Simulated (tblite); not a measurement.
# C6H11FOSi: the cost of one run

Computed with tblite 0.8.0 and PySCF 2.14.0, with density-fitted response routines of our own, on a single molecule in the gas phase. Atoms count from 0, in the outputs and in this text.

## 1. Starting geometry

20 atoms, charge 0, multiplicity 1; geometry from: force field or distance geometry start.

Bonds of the start (Å): F0–C1 1.37, C1–C2 1.50, C2–Si3 1.86, Si3–O4 1.74, O4–C5 1.29, C5–C6 1.55, C6–C7 1.51, C7–C8 1.52, C7–C5 1.37, C8–C5 1.54, C1–H9 1.10, C1–H10 1.12, C2–H11 1.09, C2–H12 1.11, Si3–H13 1.46, Si3–H14 1.47, C6–H15 1.11, C6–H16 1.10, C7–H17 1.07, C8–H18 1.09, C8–H19 1.10.

## 2. Relaxing the molecule with GFN2-xTB

Job settings and geometry (Å):

```
{"job": {"kind": "relax", "xc": "GFN2-xTB", "basis": "xTB"}, "charge": 0, "multiplicity": 1}
F      3.233800     0.824800     1.197500
C      3.400700     0.032500     0.097600
C      2.228300    -0.894600    -0.067400
Si     0.707200     0.153900    -0.314000
O     -0.445500    -0.012300     0.973200
C     -1.619100     0.090600     0.456500
C     -2.227900     1.281800    -0.325200
C     -2.961700     0.334900     0.598900
C     -2.591300    -1.039100     0.064300
H      3.492800     0.608700    -0.834800
H      4.345100    -0.561900     0.207800
H      2.412200    -1.558400    -0.912700
H      2.129400    -1.464800     0.877400
H      1.055500     1.575600    -0.333900
H      0.028100    -0.249000    -1.549000
H     -2.056500     2.290100     0.095300
H     -2.265100     1.105100    -1.411900
H     -3.642900     0.580500     1.386800
H     -2.486900    -1.238100    -1.002100
H     -2.741400    -1.849500     0.792700
```

The run is started by

```console
$ OMP_NUM_THREADS=1 python probes_run.py task.json out
```

One launch serves the whole session: the jobs run in the order shown.

**Question.** How long does this first job take on 1 thread of Arm Neoverse V2, shared host?

About 1.3 s.
